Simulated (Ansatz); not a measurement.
# FGaH3: the cost of one run

Method: UKS PBE-D4/def2-SVP, in Ansatz 0.2.0.

### 1 The starting structure

Bond lengths: Ga1–H2 1.820 Å, Ga1–H3 1.570 Å, Ga1–H4 1.570 Å. Angles: H2–Ga1–H3 120.0°, H2–Ga1–H4 120.0°, H3–Ga1–H4 120.0°.

Coordinates:

```xyz
5

Ga    0.0000    0.0000    0.0000
H     0.0000    0.0000    1.8200
H     1.3596    0.0000   -0.7850
H    -1.3596    0.0000   -0.7850
F     0.0000    0.0000    3.0400
```

### 2 A restrained relaxation towards end A

Springs on the bonds that form and break draw the guess towards this end; the thresholds are loose.

input.yaml

```yaml
crystal:
  periodic: [false, false, false]
  atoms:
    - { symbol: Ga, position_ang: [0.0, 0.0, 0.0] }
    - { symbol: H, position_ang: [0.0, 0.0, 1.82] }
    - { symbol: H, position_ang: [1.3596, 0.0, -0.785] }
    - { symbol: H, position_ang: [-1.3596, 0.0, -0.785] }
    - { symbol: F, position_ang: [0.0, 0.0, 3.04] }
magnetization:
  spin_polarized: true
  initial_magnetization: 1
basis:
  gaussian: { orbitals: def2-SVP }
hamiltonian:
  xc: pbe
  dispersion: d4
relax:
  f_tol: 0.15
  max_steps: 25
  restrain:
    - { distance: [1, 4], at: 2.12, k: 30.0 }
    - { distance: [0, 1], at: 1.57, k: 30.0 }
output:
  orbitals: {}
```

The run is started by

```
$ ansatz run input.yaml --threads 1 --pin off --max-ram 2048MiB --backend cpu --events-out ev --progress --plain --runs-dir out
```

Q: Estimate wall time and peak memory on 1 thread of Arm Neoverse V1, shared host.

About 24 s, with a peak of 0.14 GiB.
